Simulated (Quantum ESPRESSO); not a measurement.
Crystal: Tl3Te2.

```xyz
5
Lattice="5.8758 0.0000 0.0000 0.0000 5.8758 0.0000 0.0000 0.0000 5.8758" Properties=species:S:1:pos:R:3 pbc="T T T"
Tl    2.9379    0.0000    0.0000
Tl    0.0000    2.9379    0.0000
Tl    0.0000    0.0000    2.9379
Te    2.9379    2.9379    2.9379
Te    0.0000    0.0000    0.0000
```

The cell was built by a generator and needn't be a form met in nature.

Base run:

- Program: Quantum ESPRESSO 7.5
- Functional: PBE
- Potentials or basis: SSSP 1.3 efficiency PBE
- Cutoff: 748 eV
- Density cutoff: 5987 eV
- k mesh: 5 × 5 × 5
- Occupations: fermi-dirac, width 0.05 eV
- Spin: no spin polarisation

Its results: band gap on the k mesh none (metal or under the smearing width); pressure 2.5 GPa.

Task: The run is repeated on the same cell with these changes: functional from PBE to RPBE; potentials or basis from SSSP 1.3 efficiency PBE to PseudoDojo 0.4 SR PBEsol stringent; cutoff from 748 eV to 1225 eV; density cutoff from 5987 eV to 4898 eV; valence electrons from 51 to 111. What comes out?

Result: Band gap on the k mesh none (metal or under the smearing width); pressure 3.5 GPa.

Caveats: the potentials were made for another functional, which shifts forces and pressure (some runs); spin-orbit coupling is left out, which moves the levels of the heavy elements (some runs).
